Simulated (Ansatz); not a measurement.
**CH7GaSi (SMILES [CH3][GaH][SiH3]) at B3LYP/6-31G(d) (spherical functions)**

Aim: the energy change on altering one bond length of CH7GaSi at B3LYP/6-31G* (spherical functions), from 2 runs. 

The calculation is run with Ansatz 0.2.0.

71 further runs of the same task are left out: 71 set aside as unsound or not needed.

**1. The system as given**

CH7GaSi has 10 atoms, charge 0, and is taken as a singlet. As SMILES, `[CH3][GaH][SiH3]`. The coordinates come from a PBE0-D4/def2-TZVP relaxation.

Bond lengths: C1–Ga2 1.971 Å, Ga2–Si3 2.419 Å, C1–H4 1.090 Å, C1–H5 1.094 Å, C1–H6 1.093 Å, Ga2–H7 1.578 Å, Si3–H8 1.492 Å, Si3–H9 1.489 Å, Si3–H10 1.492 Å. Some angles: C1–Ga2–Si3 120.8°, C1–Ga2–H7 118.1°, Si3–Ga2–H7 121.0°, Ga2–C1–H4 113.1°, Ga2–C1–H5 109.2°, Ga2–C1–H6 110.1°, Ga2–Si3–H8 110.2°, Ga2–Si3–H9 114.2°, Ga2–Si3–H10 110.2°, H4–C1–H5 108.5°.

**2. The energy at B3LYP/6-31G(d) (spherical functions)**

job.yaml

```yaml
crystal:
  periodic: [false, false, false]
  atoms:
    - {symbol: C, position_ang: [-1.123300, 1.394100, -0.619200]}
    - {symbol: Ga, position_ang: [0.561500, 0.659300, 0.093300]}
    - {symbol: Si, position_ang: [0.786700, -1.705300, 0.550700]}
    - {symbol: H, position_ang: [-1.924300, 0.656600, -0.670400]}
    - {symbol: H, position_ang: [-0.947000, 1.785400, -1.626000]}
    - {symbol: H, position_ang: [-1.454200, 2.236500, -0.005700]}
    - {symbol: H, position_ang: [1.759600, 1.654600, 0.346000]}
    - {symbol: H, position_ang: [0.531000, -2.496200, -0.688800]}
    - {symbol: H, position_ang: [2.125000, -2.100900, 1.069700]}
    - {symbol: H, position_ang: [-0.231700, -2.135100, 1.553300]}
basis:
  gaussian: {orbitals: 6-31G_st_-spherical.json}
hamiltonian: {xc: {name: B3LYP}}
accuracy: high
output: {orbitals: {seedname: orbitals}}
```

The basis set 6-31G* is read from a file made from the Basis Set Exchange's data (not shown).

Run with:

```console
ansatz run job.yaml --threads 1 --pin off --max-ram 3480MiB --events-out events.jsonl --progress --plain --runs-dir runs
```

What it wrote:

```text
Warning: RAYON_NUM_THREADS=1 ignored (pool sized by the plan → 1); use --threads N
Functional definition: B3LYP
  name "B3LYP"
  parameter a0 = 0.2
  parameter ax = 0.72
  parameter ac = 0.81
  exchange = (1 - a0 - ax)*slater_x + ax*b88_x + a0*exact_x
  correlation = (1 - ac)*vwn_rpa_c + ac*lyp_c
1761 factors; integrals over basis functions are off by at most 7.4e-9 eV
mean field evaluation 1: about -61394.8756 eV, gradient 4.9e1 eV
mean field evaluation 2: about -61390.6945 eV, gradient 6.2e1 eV
mean field evaluation 4: about -61400.2281 eV, gradient 1.3e0 eV
mean field evaluation 8: about -61400.3634 eV, gradient 6.2e-2 eV
mean field evaluation 16: about -61400.3634 eV, gradient 2.8e-6 eV
mean field -61400.36340672 eV, -2256.4217365357 hartree, gradient 6.4e-9 eV, S^2 0.000000; 0 other end points of the search recorded, 0 dependent functions left out
reference -61400.36345422 eV, -2256.4217382815 hartree; 29, 29 occupied and 49, 49 virtual orbitals, 1761 factors
Total energy: -61400.36345422 eV, -2256.4217382815 hartree
```

Wall time 8.7 s (1 thread of Arm Neoverse V1, shared host); peak memory 0.27 GiB.

**3. The distorted shape**

job.yaml

```yaml
crystal:
  periodic: [false, false, false]
  atoms:
    - {symbol: C, position_ang: [-1.024034, 1.141391, -0.803242]}
    - {symbol: Ga, position_ang: [0.660766, 0.406591, -0.090742]}
    - {symbol: Si, position_ang: [0.885966, -1.958009, 0.366658]}
    - {symbol: H, position_ang: [-1.825034, 0.403891, -0.854442]}
    - {symbol: H, position_ang: [-0.847734, 1.532691, -1.810042]}
    - {symbol: H, position_ang: [-1.454200, 2.236500, -0.005700]}
    - {symbol: H, position_ang: [1.858866, 1.401891, 0.161958]}
    - {symbol: H, position_ang: [0.630266, -2.748909, -0.872842]}
    - {symbol: H, position_ang: [2.224266, -2.353609, 0.885658]}
    - {symbol: H, position_ang: [-0.132434, -2.387809, 1.369258]}
basis:
  gaussian: {orbitals: 6-31G_st_-spherical.json}
total_charge: 0
output: {orbitals: {seedname: orbitals}}
hamiltonian: {xc: {name: B3LYP}}
accuracy: high
```

The basis set 6-31G* is read from a file made from the Basis Set Exchange's data (not shown).

Run with:

```console
ansatz run job.yaml --threads 1 --pin off --max-ram 3480MiB --events-out events.jsonl --progress --plain --runs-dir runs
```

What it wrote:

```text
Warning: RAYON_NUM_THREADS=1 ignored (pool sized by the plan → 1); use --threads N
Functional definition: B3LYP
  name "B3LYP"
  parameter a0 = 0.2
  parameter ax = 0.72
  parameter ac = 0.81
  exchange = (1 - a0 - ax)*slater_x + ax*b88_x + a0*exact_x
  correlation = (1 - ac)*vwn_rpa_c + ac*lyp_c
1764 factors; integrals over basis functions are off by at most 8.5e-9 eV
mean field evaluation 1: about -61394.2624 eV, gradient 4.7e1 eV
mean field evaluation 2: about -61389.3329 eV, gradient 6.1e1 eV
mean field evaluation 4: about -61399.2587 eV, gradient 1.3e0 eV
mean field evaluation 8: about -61399.3869 eV, gradient 4.1e-2 eV
mean field evaluation 16: about -61399.3869 eV, gradient 2.8e-6 eV
mean field -61399.38689861 eV, -2256.3858505247 hartree, gradient 7.7e-8 eV, S^2 0.000000; 0 other end points of the search recorded, 0 dependent functions left out
reference -61399.38694672 eV, -2256.3858522927 hartree; 29, 29 occupied and 49, 49 virtual orbitals, 1764 factors
Total energy: -61399.38694672 eV, -2256.3858522927 hartree
```

Wall time 9.3 s (1 thread of Arm Neoverse V1, shared host); peak memory 0.28 GiB.

**4. Outcome**

At B3LYP/6-31G* (spherical functions):

```
                                                         quantity           value
                                        first shape: total energy  -2256.42174 Eh
                                         first shape: HOMO energy        -7.01 eV
                                         first shape: LUMO energy        -1.89 eV
                                       first shape: HOMO–LUMO gap         5.12 eV
                                    distorted shape: total energy  -2256.38585 Eh
                                     distorted shape: HOMO energy        -7.04 eV
                                     distorted shape: LUMO energy        -1.93 eV
                                   distorted shape: HOMO–LUMO gap         5.11 eV
energy change with the C1–H6 bond stretched from 1.093 to 1.421 Å        0.977 eV
```

In words: With the C1–H6 bond stretched from 1.093 to 1.421 Å the energy rises by 0.98 eV (94.2 kJ/mol). The first shape isn't relaxed at this level, so the change isn't measured from a minimum.
